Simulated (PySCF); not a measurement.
# C7H7NO: excited states, first hyperpolarisability

What do calculations give for the excited states, first hyperpolarisability of C7H7NO (`Nc1ccccc1C=O`)?

Programs: PySCF 2.14.0, with routines of our own; each step states its level. All values are computed. Atoms count from 0.

## Step 1: The system as given

16 atoms, charge 0, multiplicity 1; geometry from: GFN2-xTB.

## Step 2: Optimising the geometry at PBE0-D3(BJ)/def2-SVP

The job: settings as JSON, then the geometry in Å.

```
{"job": {"xc": "PBE0", "basis": "def2-SVP", "d3": "d3bj", "grid": 2, "kind": "geom"}, "charge": 0, "multiplicity": 1}
N     -1.173452    -1.811775    -0.002073
C     -0.244916    -0.838257    -0.007904
C      1.126528    -1.143409    -0.039013
C      2.071339    -0.147452    -0.044319
C      1.692304     1.195446    -0.016035
C      0.358202     1.518286     0.018501
C     -0.632672     0.526842     0.021994
C     -2.023369     0.913178     0.053802
O     -2.986902     0.166774     0.061432
H     -0.903540    -2.777497    -0.039227
H     -2.146952    -1.535525     0.010985
H      1.423981    -2.182309    -0.057278
H      3.119849    -0.405989    -0.069795
H      2.444679     1.968453    -0.019887
H      0.048384     2.553422     0.044705
H     -2.181062     2.008757     0.072702
```

On the command line:

```sh
OMP_NUM_THREADS=1 python excited_run.py task.json out
```

This one command runs all jobs of the session in turn.

The log of the run:

```text
step   0  E = -400.20690155  max force = 0.009120
step   1  E = -400.20810552  max force = 0.002285
step   2  E = -400.20809938  max force = 0.001279
step   3  E = -400.20811202  max force = 0.000908
step   4  E = -400.20811111  max force = 0.000905
step   5  E = -400.20811581  max force = 0.000336
optimisation converged
```

It took 80 s on 1 thread of Arm Neoverse V1, shared host; peak memory 0.8 GiB.

The steps of the relaxation:

```tsv
step	energy from step 0 (eV)	largest force component (eV/Å)
0	0.0000	0.4690
1	-0.0328	0.1175
2	-0.0326	0.0658
3	-0.0329	0.0467
4	-0.0329	0.0465
5	-0.0330	0.0173
```

Distances of close pairs at the start and the end, largest changes first:

```tsv
bond	before (Å)	after (Å)	change (Å)
C5–H14	1.081	1.095	+0.014
C3–H12	1.080	1.093	+0.013
C2–H11	1.081	1.093	+0.012
C4–H13	1.079	1.091	+0.012
C7–H15	1.107	1.119	+0.012
C6–C7	1.444	1.455	+0.011
C2–C3	1.373	1.383	+0.010
C4–C5	1.373	1.383	+0.009
```

The end geometry stands in the next job.

```tsv
at the end point	value
point group (found at 0.08 Å tolerance)	Cs
rotational constants (GHz, main isotopes)	3.161, 1.482, 1.009
dipole moment (D)	2.22
```

## Step 3: Excited states: TDA wB97X-D/def2-TZVP

The job: settings as JSON, then the geometry in Å.

```
{"job": {"kind": "states", "xc": "wB97X-D", "basis": "def2-TZVP", "tda": true, "soc": true, "nstates": 6, "ntriplets": 5, "nquad": 4}, "charge": 0, "multiplicity": 1}
N     -1.172741    -1.777211     0.030458
C     -0.233246    -0.811063     0.026961
C      1.146767    -1.116903    -0.004616
C      2.096256    -0.111229    -0.007727
C      1.731330     1.244195     0.020295
C      0.385751     1.560157     0.051710
C     -0.607826     0.565750     0.055725
C     -2.004967     0.969263     0.089137
O     -2.968129     0.221074     0.095727
H     -0.906615    -2.748911     0.007604
H     -2.148462    -1.488467     0.052165
H      1.455972    -2.165211    -0.026621
H      3.154540    -0.384713    -0.032706
H      2.492659     2.025689     0.017363
H      0.064137     2.606172     0.074332
H     -2.163747     2.076652     0.110095
```

With the program's defaults for keys left out, this is: TDA wB97X-D/def2-TZVP excited states, vertical, gas phase, spin-orbit mean-field couplings.

The log of the run:

```text
coarse grid: 14096 points
cycle   1  E = -400.8202349716  dE =  1.990e+00  |g| = 8.507e-01  |ddm| = 3.613e+00
cycle   2  E = -400.6603773096  dE =  1.599e-01  |g| = 1.317e+00  |ddm| = 2.611e+00
cycle   3  E = -400.9676650261  dE = -3.073e-01  |g| = 9.376e-02  |ddm| = 1.830e+00
cycle   4  E = -400.9694906431  dE = -1.826e-03  |g| = 4.990e-02  |ddm| = 1.347e-01
cycle   5  E = -400.9700808791  dE = -5.902e-04  |g| = 9.721e-03  |ddm| = 5.908e-02
cycle   6  E = -400.9701116872  dE = -3.081e-05  |g| = 4.592e-03  |ddm| = 1.844e-02
cycle   7  E = -400.9701206422  dE = -8.955e-06  |g| = 1.638e-03  |ddm| = 1.136e-02
final grid: 138264 points
cycle   8  E = -400.9447946269  dE = -2.213e-04  |g| = 6.116e-03  |ddm| = 2.752e-01
cycle   9  E = -400.9447968132  dE = -2.186e-06  |g| = 5.569e-03  |ddm| = 2.251e-02
cycle  10  E = -400.9448029150  dE = -6.102e-06  |g| = 9.778e-04  |ddm| = 4.386e-03
cycle  11  E = -400.9448031412  dE = -2.262e-07  |g| = 5.939e-04  |ddm| = 1.903e-03
cycle  12  E = -400.9448032280  dE = -8.679e-08  |g| = 1.653e-04  |ddm| = 6.033e-04
cycle  13  E = -400.9448032392  dE = -1.114e-08  |g| = 7.074e-05  |ddm| = 3.262e-04
cycle  14  E = -400.9448032443  dE = -5.125e-09  |g| = 2.182e-05  |ddm| = 2.521e-04
cycle  15  E = -400.9448032448  dE = -5.141e-10  |g| = 1.026e-05  |ddm| = 8.810e-05
converged SCF energy = -400.9448032448

Singlet excitations
state   eV       nm        f     d(h-e)  d(exc)  Lambda  PR(NTO)  |dmu|/D   mu/D   main configurations
  1   4.1635   297.8   0.14734   0.776   3.170   0.663   1.157    1.578    3.840   H->L 0.92
  2   4.1782   296.7   0.00037   1.030   2.625   0.440   1.006    2.577    0.653   H-2->L 0.88, H-2->L+2 0.09
  3   5.4517   227.4   0.04130   0.187   2.928   0.767   1.863    0.474    2.840   H->L+1 0.51, H-1->L 0.42
  4   6.2520   198.3   0.48780   0.765   3.313   0.742   2.122    2.328    4.692   H-1->L 0.46, H->L+1 0.32, H->L+2 0.15
  5   6.5624   188.9   0.24225   0.712   2.930   0.652   2.405                     H-1->L+1 0.38, H->L+2 0.32, H-3->L 0.17
  6   6.7424   183.9   0.00109   2.102   3.547   0.309   1.022                     H->L+3 0.92

Triplet excitations (Tamm-Dancoff)
state   eV     d(h-e)  d(exc)  Lambda  PR(NTO)   main configurations
  1   2.9958   0.522   3.033   0.667   1.023   H->L 0.95
  2   3.7062   0.964   2.547   0.439   1.006   H-2->L 0.85, H-2->L+2 0.11
  3   3.8304   0.234   2.670   0.765   1.780   H-1->L 0.46, H->L+1 0.43
  4   4.2797   0.267   2.928   0.774   2.019   H->L+1 0.51, H-1->L 0.44
  5   5.6084   0.152   2.674   0.668   1.986   H->L+2 0.41, H-1->L+1 0.34
S1 - T1 = 1.1677 eV

Spin-orbit couplings |<S|Hso|T>| (cm-1)
             T1       T2       T3       T4       T5
S0        0.028   50.263    0.042    0.029    0.042
S1        0.393   11.113    0.323    0.300    0.501
S2       14.496    0.346   11.760   10.833   18.318
S3        0.014   14.548    0.003    0.015    0.004
S4        0.031    9.108    0.003    0.005    0.019
S5        0.045    7.584    0.025    0.034    0.005
S6        1.521    0.025    0.810    1.599    1.389
T1 sublevels (cm-1): 0.000 0.000 0.014   radiative rates (1/s): 5.34e-05 0.000289 0.304
```

It took 99 s on 1 thread of Arm Neoverse V1, shared host; peak memory 1.3 GiB.

Key values:

```tsv
quantity	value
S1 less T1	1.17 eV
```

## Step 4: Excited states: TDDFT CAM-B3LYP/aug-cc-pVDZ

The job, as its differences from that of step 3:

```diff
@@ -1,2 +1,2 @@
-{"job": {"kind": "states", "xc": "wB97X-D", "basis": "def2-TZVP", "tda": true, "soc": true, "nstates": 6, "ntriplets": 5, "nquad": 4}, "charge": 0, "multiplicity": 1}
+{"job": {"kind": "states", "xc": "CAM-B3LYP", "basis": "aug-cc-pVDZ", "tpa": true, "nstates": 8, "nquad": 6, "ntriplets": 0}, "charge": 0, "multiplicity": 1}
 N     -1.172741    -1.777211     0.030458
```

Level: TDDFT CAM-B3LYP/aug-cc-pVDZ excited states, vertical, gas phase, two-photon moments by quadratic response.

The log of the run:

```text
coarse grid: 14096 points
cycle   1  E = -400.6216779967  dE =  1.957e+00  |g| = 7.968e-01  |ddm| = 5.609e+01
cycle   2  E = -400.4113270203  dE =  2.104e-01  |g| = 1.352e+00  |ddm| = 7.877e+00
cycle   3  E = -400.7575494654  dE = -3.462e-01  |g| = 1.067e-01  |ddm| = 4.263e+00
cycle   4  E = -400.7598826992  dE = -2.333e-03  |g| = 5.411e-02  |ddm| = 1.230e+00
cycle   5  E = -400.7605996692  dE = -7.170e-04  |g| = 1.045e-02  |ddm| = 5.573e-01
cycle   6  E = -400.7606280855  dE = -2.842e-05  |g| = 4.976e-03  |ddm| = 9.263e-02
cycle   7  E = -400.7606367346  dE = -8.649e-06  |g| = 1.582e-03  |ddm| = 3.590e-02
final grid: 138264 points
cycle   8  E = -400.7850448043  dE = -2.595e-05  |g| = 4.426e-03  |ddm| = 9.962e-01
cycle   9  E = -400.7850443167  dE =  4.876e-07  |g| = 5.146e-03  |ddm| = 9.275e-02
cycle  10  E = -400.7850501720  dE = -5.855e-06  |g| = 7.230e-04  |ddm| = 2.926e-02
cycle  11  E = -400.7850502926  dE = -1.207e-07  |g| = 3.257e-04  |ddm| = 5.423e-03
cycle  12  E = -400.7850503245  dE = -3.186e-08  |g| = 1.442e-04  |ddm| = 3.236e-03
cycle  13  E = -400.7850503313  dE = -6.826e-09  |g| = 4.119e-05  |ddm| = 1.135e-03
cycle  14  E = -400.7850503326  dE = -1.311e-09  |g| = 2.202e-05  |ddm| = 5.048e-04
cycle  15  E = -400.7850503329  dE = -2.440e-10  |g| = 5.884e-06  |ddm| = 1.821e-04
converged SCF energy = -400.7850503329

Singlet excitations
state   eV       nm        f     d(h-e)  d(exc)  Lambda  PR(NTO)  |dmu|/D   mu/D   delta(TPA)   sigma/GM   main configurations
  1   3.9512   313.8   0.10971   0.736   3.182   0.648   1.194    1.744    4.018       59.04      0.338   H->L 0.96
  2   4.1324   300.0   0.00042   1.032   2.652   0.426   1.007    2.555    0.524        0.08      0.001   H-2->L 0.88
  3   5.1420   241.1   0.01482   0.082   3.065   0.724   1.840    0.179    2.551      152.78      1.480   H->L+4 0.65, H-1->L 0.30
  4   5.2274   237.2   0.00279   2.116   4.546   0.223   1.022    9.467    8.801        9.86      0.099   H->L+1 0.85
  5   5.6524   219.3   0.00097   1.643   5.062   0.200   1.033    6.711    6.081      110.23      1.290   H->L+2 0.85
  6   5.8078   213.5   0.46420   0.744   3.372   0.704   1.991    1.933    4.366       74.31      0.918   H-1->L 0.64, H->L+4 0.29
  7   5.9508   208.3   0.00363   0.367   5.078   0.175   1.048                                            H->L+3 0.80
  8   6.3206   196.2   0.14852   0.781   3.216   0.502   2.187                                            H-1->L+4 0.34, H->L+8 0.21, H->L+7 0.19
```

It took 1.8 min on 1 thread of Arm Neoverse V1, shared host; peak memory 1.2 GiB.

## Step 5: First hyperpolarisability: quadratic response CAM-B3LYP/aug-cc-pVDZ

The job, as its differences from that of step 4:

```diff
@@ -1,2 +1,2 @@
-{"job": {"kind": "states", "xc": "CAM-B3LYP", "basis": "aug-cc-pVDZ", "tpa": true, "nstates": 8, "nquad": 6, "ntriplets": 0}, "charge": 0, "multiplicity": 1}
+{"job": {"kind": "beta", "xc": "CAM-B3LYP", "basis": "aug-cc-pVDZ"}, "charge": 0, "multiplicity": 1}
 N     -1.172741    -1.777211     0.030458
```

Method: quadratic response CAM-B3LYP/aug-cc-pVDZ first hyperpolarisability, Taylor convention, gas phase.

The log of the run:

```text
coarse grid: 14096 points
cycle   1  E = -400.6216779967  dE =  1.957e+00  |g| = 7.968e-01  |ddm| = 5.609e+01
cycle   2  E = -400.4113270203  dE =  2.104e-01  |g| = 1.352e+00  |ddm| = 7.877e+00
cycle   3  E = -400.7575494654  dE = -3.462e-01  |g| = 1.067e-01  |ddm| = 4.263e+00
cycle   4  E = -400.7598826992  dE = -2.333e-03  |g| = 5.411e-02  |ddm| = 1.230e+00
cycle   5  E = -400.7605996692  dE = -7.170e-04  |g| = 1.045e-02  |ddm| = 5.573e-01
cycle   6  E = -400.7606280855  dE = -2.842e-05  |g| = 4.976e-03  |ddm| = 9.263e-02
cycle   7  E = -400.7606367346  dE = -8.649e-06  |g| = 1.582e-03  |ddm| = 3.590e-02
final grid: 138264 points
cycle   8  E = -400.7850448043  dE = -2.595e-05  |g| = 4.426e-03  |ddm| = 9.962e-01
cycle   9  E = -400.7850443167  dE =  4.876e-07  |g| = 5.146e-03  |ddm| = 9.275e-02
cycle  10  E = -400.7850501720  dE = -5.855e-06  |g| = 7.230e-04  |ddm| = 2.926e-02
cycle  11  E = -400.7850502926  dE = -1.207e-07  |g| = 3.257e-04  |ddm| = 5.423e-03
cycle  12  E = -400.7850503245  dE = -3.186e-08  |g| = 1.442e-04  |ddm| = 3.236e-03
cycle  13  E = -400.7850503313  dE = -6.826e-09  |g| = 4.119e-05  |ddm| = 1.135e-03
cycle  14  E = -400.7850503326  dE = -1.311e-09  |g| = 2.202e-05  |ddm| = 5.048e-04
cycle  15  E = -400.7850503329  dE = -2.440e-10  |g| = 5.884e-06  |ddm| = 1.821e-04
converged SCF energy = -400.7850503329

Lowest singlets (eV, f): 3.9512 0.1097  4.1324 0.0004  5.1420 0.0148

First hyperpolarisability (au)
process     nm      |vector|   parallel      HRS      DR
static         -      359.67       55.0     162.08   3.926
shg       1907.0      393.10      68.86     174.66   4.086
eope      1907.0      370.07      59.27          -       -
shg       1064.0      502.13      116.1     214.85   4.629
eope      1064.0      395.73      69.96          -       -
```

It took 85 s on 1 thread of Arm Neoverse V1, shared host; peak memory 1.1 GiB.

## Step 6: Excited states: TDA wB97X-D/def2-TZVP in benzene

The job, as its differences from that of step 5:

```diff
@@ -1,2 +1,2 @@
-{"job": {"kind": "beta", "xc": "CAM-B3LYP", "basis": "aug-cc-pVDZ"}, "charge": 0, "multiplicity": 1}
+{"job": {"kind": "states", "xc": "wB97X-D", "basis": "def2-TZVP", "tda": true, "soc": true, "nstates": 6, "ntriplets": 5, "nquad": 4, "solvent": "benzene"}, "charge": 0, "multiplicity": 1}
 N     -1.172741    -1.777211     0.030458
```

Method: TDA wB97X-D/def2-TZVP excited states, vertical, IEF-PCM benzene (non-equilibrium response), spin-orbit mean-field couplings.

The log of the run:

```text
coarse grid: 14096 points
cycle   1  E = -400.8311915561  dE =  1.979e+00  |g| = 8.387e-01  |ddm| = 3.609e+00
cycle   2  E = -400.7024215535  dE =  1.288e-01  |g| = 1.245e+00  |ddm| = 2.383e+00
cycle   3  E = -400.9729784526  dE = -2.706e-01  |g| = 8.448e-02  |ddm| = 1.622e+00
cycle   4  E = -400.9744875639  dE = -1.509e-03  |g| = 4.591e-02  |ddm| = 1.190e-01
cycle   5  E = -400.9749787563  dE = -4.912e-04  |g| = 8.119e-03  |ddm| = 5.561e-02
cycle   6  E = -400.9750045286  dE = -2.577e-05  |g| = 3.855e-03  |ddm| = 1.870e-02
cycle   7  E = -400.9750113147  dE = -6.786e-06  |g| = 1.393e-03  |ddm| = 9.991e-03
final grid: 138264 points
cycle   8  E = -400.9496619649  dE = -2.214e-04  |g| = 5.696e-03  |ddm| = 2.786e-01
cycle   9  E = -400.9496648492  dE = -2.884e-06  |g| = 4.771e-03  |ddm| = 2.202e-02
cycle  10  E = -400.9496691976  dE = -4.348e-06  |g| = 9.373e-04  |ddm| = 3.702e-03
cycle  11  E = -400.9496694108  dE = -2.132e-07  |g| = 5.245e-04  |ddm| = 1.797e-03
cycle  12  E = -400.9496694806  dE = -6.973e-08  |g| = 1.477e-04  |ddm| = 5.122e-04
cycle  13  E = -400.9496694919  dE = -1.131e-08  |g| = 7.022e-05  |ddm| = 3.486e-04
cycle  14  E = -400.9496694967  dE = -4.832e-09  |g| = 2.194e-05  |ddm| = 2.314e-04
cycle  15  E = -400.9496694973  dE = -5.637e-10  |g| = 6.897e-06  |ddm| = 9.750e-05
converged SCF energy = -400.9496694973

Singlet excitations
state   eV       nm        f     d(h-e)  d(exc)  Lambda  PR(NTO)  |dmu|/D   mu/D   main configurations
  1   4.0358   307.2   0.19548   0.791   3.167   0.661   1.115    2.004    4.571   H->L 0.94
  2   4.2137   294.2   0.00029   1.015   2.622   0.443   1.006    2.972    0.764   H-2->L 0.88, H-2->L+2 0.09
  3   5.3822   230.4   0.04562   0.201   2.928   0.766   1.905    0.616    3.317   H->L+1 0.49, H-1->L 0.45
  4   6.0369   205.4   0.84143   0.627   3.213   0.757   2.107    2.140    4.837   H-1->L 0.48, H->L+1 0.42
  5   6.4825   191.3   0.15745   0.768   2.978   0.649   2.301                     H->L+2 0.45, H-1->L+1 0.37, H-3->L 0.12
  6   6.9540   178.3   0.00077   1.874   3.512   0.324   1.089                     H->L+3 0.85

Triplet excitations (Tamm-Dancoff)
state   eV     d(h-e)  d(exc)  Lambda  PR(NTO)   main configurations
  1   2.9625   0.547   3.040   0.665   1.023   H->L 0.96
  2   3.7544   0.954   2.547   0.442   1.006   H-2->L 0.86, H-2->L+2 0.11
  3   3.8282   0.238   2.673   0.763   1.797   H-1->L 0.48, H->L+1 0.42
  4   4.2795   0.274   2.931   0.773   2.009   H->L+1 0.52, H-1->L 0.43
  5   5.6143   0.236   2.712   0.665   1.895   H->L+2 0.49, H-1->L+1 0.26
S1 - T1 = 1.0733 eV

Spin-orbit couplings |<S|Hso|T>| (cm-1)
             T1       T2       T3       T4       T5
S0        0.027   49.598    0.042    0.033    0.043
S1        0.027   11.752    0.030    0.055    0.046
S2       14.106    0.134   11.826   10.509   16.379
S3        0.011   14.321    0.006    0.013    0.003
S4        0.046   10.172    0.009    0.004    0.014
S5        0.040    5.323    0.023    0.029    0.003
S6        1.573    0.008    0.939    2.279    0.768
T1 sublevels (cm-1): 0.000 0.000 0.011   radiative rates (1/s): 4.07e-05 0.000629 0.275
```

Run time: 1.7 min. Hardware: 1 thread of Arm Neoverse V1, shared host; peak memory 1.4 GiB.

In short:

```tsv
quantity	value
S1 less T1	1.07 eV
```

## Step 7: Results

| quantity | value |
| --- | --- |
| point group | Cs |
| rotational constants (main isotopes) | 3.16, 1.48, 1.01 GHz |
| S1 less T1 (step 3, TDA wB97X-D/def2-TZVP) | 1.17 eV |
| β vector (step 5, quadratic response CAM-B3LYP/aug-cc-pVDZ) | static 360, SHG 1907.0 nm 393, SHG 1064.0 nm 502 au |
| S1 less T1 (step 6, TDA wB97X-D/def2-TZVP in benzene) | 1.07 eV |

**Reading.** The optimisation took 5 steps and gained 0.033 eV; among the close pairs (by a distance rule), C5–H14 changed most, from 1.081 to 1.095 Å. No frequency check was run at this level, so the end point may be a saddle. In step 3, the number of triplets below S1 is 3, and the largest singlet-triplet spin-orbit coupling is S0–T2, 50.26 cm⁻¹. β grows from 360 au (static) to 502 au for doubling at 1064.0 nm: normal dispersion, which grows as twice the photon energy moves toward the bright states. In step 6, the number of triplets below S1 is 3, and the largest singlet-triplet spin-orbit coupling is S0–T2, 49.60 cm⁻¹.
